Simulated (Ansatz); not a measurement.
# Hf3ZrS8: the cost of one run

Computed with Ansatz 0.2.0 (DFT PBE, scalar-relativistic, plane waves, PAW, unless a step names another level, unless a step's input says otherwise).

## Step 1: The structure to begin with

Symmetry: P-3m1, No. 164, trigonal system. Conventional cell: a = 3.660 Å, b = 3.660 Å, c = 27.335 Å, α = 90.00°, β = 90.00°, γ = 120.00°. Zr (site symmetry -3m) has 6 S at 2.57 Å as nearest neighbours. Hf (site symmetry 3m) is surrounded by 6 S at 2.56 Å. Hf (site symmetry -3m) is surrounded by 6 S at 2.56 Å. S (site symmetry 3m) has 3 Hf at 2.56 Å as nearest neighbours. Around S (site symmetry 3m) lie 3 Zr at 2.57 Å.

Structure file:

```cif
data_structure
_symmetry_space_group_name_H-M 'P 1'
_symmetry_Int_Tables_number 1
_cell_length_a 3.6602
_cell_length_b 3.6602
_cell_length_c 27.3346
_cell_angle_alpha 90.000
_cell_angle_beta 90.000
_cell_angle_gamma 120.000
_cell_volume 317.14
loop_
_atom_site_label
_atom_site_type_symbol
_atom_site_fract_x
_atom_site_fract_y
_atom_site_fract_z
_atom_site_occupancy
Zr1 Zr 0.00000 0.00000 0.50000 1
Hf1 Hf 0.00000 0.00000 0.74943 1
Hf2 Hf 0.00000 0.00000 0.00000 1
Hf3 Hf 0.00000 0.00000 0.25057 1
S1 S 0.33333 0.66667 0.80221 1
S2 S 0.33333 0.66667 0.05278 1
S3 S 0.33333 0.66667 0.30335 1
S4 S 0.33333 0.66667 0.55340 1
S5 S 0.66667 0.33333 0.94722 1
S6 S 0.66667 0.33333 0.19779 1
S7 S 0.66667 0.33333 0.44660 1
S8 S 0.66667 0.33333 0.69665 1
```

It is the end of an earlier relaxation with the same method, from a generated guess; it is a trial structure. At a tolerance of 0.02 Å it has space group P-3m1 (No. 164); it has 26.43 Å³/atom, an uncorrected energy of -1.57 eV/atom over the elements.

## Step 2: Bands, states and charges

Contents of input.yaml:

```yaml
crystal:
  lattice:
    - [3.6601691316, 0.0, 0.0]
    - [-1.8300845658, 3.1697994501, 0.0]
    - [0.0, 0.0, 27.3345908957]
  atoms:
    - { symbol: Zr, position: [0.0, 0.0, 0.5] }
    - { symbol: Hf, position: [0.0, 0.0, 0.749428948] }
    - { symbol: Hf, position: [0.0, 0.0, 0.0] }
    - { symbol: Hf, position: [0.0, 0.0, 0.250571052] }
    - { symbol: S, position: [0.3333333333, 0.6666666667, 0.8022060927] }
    - { symbol: S, position: [0.3333333333, 0.6666666667, 0.0527769956] }
    - { symbol: S, position: [0.3333333333, 0.6666666667, 0.3033479443] }
    - { symbol: S, position: [0.3333333333, 0.6666666667, 0.5534040136] }
    - { symbol: S, position: [0.6666666667, 0.3333333333, 0.9472230044] }
    - { symbol: S, position: [0.6666666667, 0.3333333333, 0.1977939073] }
    - { symbol: S, position: [0.6666666667, 0.3333333333, 0.4465959864] }
    - { symbol: S, position: [0.6666666667, 0.3333333333, 0.6966520557] }
basis:
  ecutwfc: 420
kpoints:
  mp_grid: { grid: [12, 12, 1] }
  band_path:
    path:
      - [[0.0, 0.0, 0.0], [0.5, 0.0, 0.0], [0.33333333, 0.33333333, 0.0], [0.0, 0.0, 0.0], [0.0, 0.0, 0.5], [0.5, 0.0, 0.5], [0.33333333, 0.33333333, 0.5], [0.0, 0.0, 0.5]]
      - [[0.5, 0.0, 0.5], [0.5, 0.0, 0.0]]
      - [[0.33333333, 0.33333333, 0.5], [0.33333333, 0.33333333, 0.0]]
    npoints: 10
hamiltonian:
  xc: pbe
scf:
  occupations: { method: gaussian, width: 0.02 }
  n_extra_bands: 30
output:
  forces: true
  stress: true
  eigenvalues: true
  populations: true
  dos: { projected: true, de: 0.02, nscf_kmesh: { grid: [18, 18, 2] } }
  bader: false
  write_density: true
  write_potential: true
  elf: true
  volumetric_format: npy
```

Launch:

```sh
> ansatz run input.yaml --threads 1 --pin off --max-ram 2560MiB --backend cpu --events-out ev --progress --plain --runs-dir out
```

**Question.** How long does this run take on 1 thread of Intel Xeon at 2.50GHz (Skylake/Cascade Lake), shared host, and how much memory does it need?

About 7.2 min, with a peak of 1.6 GiB.
